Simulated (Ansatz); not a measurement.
# C3H6SSi: a ladder of functionals and wavefunction methods

Aim: compute C3H6SSi with functionals from several rungs and with coupled cluster. The yardstick is the atomisation energy at the CCSD(T) limit.

Computed with Ansatz 0.2.0, Gaussian basis. Level: functionals in def2-TZVPP, the program's frozen cores in correlated methods.

Levels to be run: PBE-D4, r2SCAN-D4, PBE0-D4, B3LYP-D4, ωB97X-V, ωB97M-V, B2PLYP; CCSD(T)/def2-TZVPP; MP2/def2-QZVPP; extrapolation to the limit.

**1. The geometry**

An earlier PBE0-D4/def2-TZVP relaxation fixed the geometry.

11 atoms, charge 0, spin multiplicity 1.

Atoms are counted from 1 here; the program's logs count them from 0.

Bond lengths: C1–C2 1.339 Å, C1–H6 1.084 Å, C1–H7 1.087 Å, C2–Si3 1.876 Å, C2–C4 1.463 Å, Si3–H8 1.487 Å, Si3–H9 1.484 Å, Si3–H10 1.486 Å, C4–S5 1.617 Å, C4–H11 1.094 Å. Angles: C2–C1–H6 121.8°, C2–C1–H7 120.6°, H6–C1–H7 117.6°, C1–C2–Si3 120.8°, C1–C2–C4 121.0°, Si3–C2–C4 118.2°, C2–Si3–H8 109.7°, C2–Si3–H9 108.7°, C2–Si3–H10 110.4°, H8–Si3–H9 110.1°, H8–Si3–H10 108.0°, H9–Si3–H10 109.9°, C2–C4–S5 127.0°, C2–C4–H11 114.8°, S5–C4–H11 118.2°.

**2. PBE-D4 (GGA)**

Input file in.yaml:

```yaml
crystal:
  periodic: [false, false, false]
  atoms:
    - {symbol: C, position_ang: [-0.987692, 1.162109, 0.298958]}
    - {symbol: C, position_ang: [-0.216095, 0.160652, -0.141728]}
    - {symbol: Si, position_ang: [1.083103, -0.611041, 0.970449]}
    - {symbol: C, position_ang: [-0.397184, -0.395772, -1.482536]}
    - {symbol: S, position_ang: [-0.994714, 0.363833, -2.778628]}
    - {symbol: H, position_ang: [-0.866804, 1.581968, 1.291408]}
    - {symbol: H, position_ang: [-1.772020, 1.575097, -0.330259]}
    - {symbol: H, position_ang: [0.791559, -2.058166, 1.152402]}
    - {symbol: H, position_ang: [1.060716, 0.082646, 2.282614]}
    - {symbol: H, position_ang: [2.430940, -0.486517, 0.356446]}
    - {symbol: H, position_ang: [-0.066410, -1.431810, -1.598524]}
basis:
  gaussian: {orbitals: def2-TZVPP}
hamiltonian: {xc: pbe, dispersion: d4}
output: {forces: true, orbitals: {seedname: orbitals}}
```

Command:

```sh
ansatz run in.yaml --threads 4 --pin off --events-out ev --progress --plain --max-ram 10444MiB
```

The runs that follow: r2SCAN-D4 (meta-GGA); PBE0-D4 (hybrid); B3LYP-D4 (hybrid); ωB97X-V (range-separated); ωB97M-V (range-separated); B2PLYP (double hybrid); CCSD(T) in def2-TZVPP; MP2 in def2-QZVPP.

Q: Predict the results of all the runs planned. Wanted: atomisation energy, CCSD(T)/CBS; farthest; mean size of error, hybrid; mean size of error, range-separated; gap, smallest and largest; T1 diagnostic; triples share of the correlation energy.

The runs gave:

| quantity | value |
| --- | --- |
| atomisation energy, CCSD(T)/CBS | 42.648 eV |
| functionals within 0.213 eV (0.5 %) | r2SCAN-D4, B3LYP-D4, ωB97X-V, ωB97M-V |
| farthest | PBE-D4 (+0.989 eV) |
| mean size of error, hybrid | 0.155 eV |
| mean size of error, range-separated | 0.121 eV |
| gap, smallest and largest | 1.65 eV (PBE-D4), 8.26 eV (ωB97X-V) |
| T1 diagnostic | 0.0164 |
| triples share of the correlation energy | 4.8 % |

PBE-D4 misses by +0.989 eV, or 0.099 eV for each of 10 bonds. Double hybrids carry the basis error of their MP2 part in triple zeta, and no dispersion term here, so their miss is partly the set-up's. Misses under about 0.213 eV are within the doubt on the reference itself, which lacks core-valence correlation, relativity and higher excitations. Hartree-Fock recovers 73 % of the binding; the rest is correlation. Orbital gaps span 1.7 to 8.3 eV; exact exchange widens them. The restricted reference is unstable towards a spin-broken one.
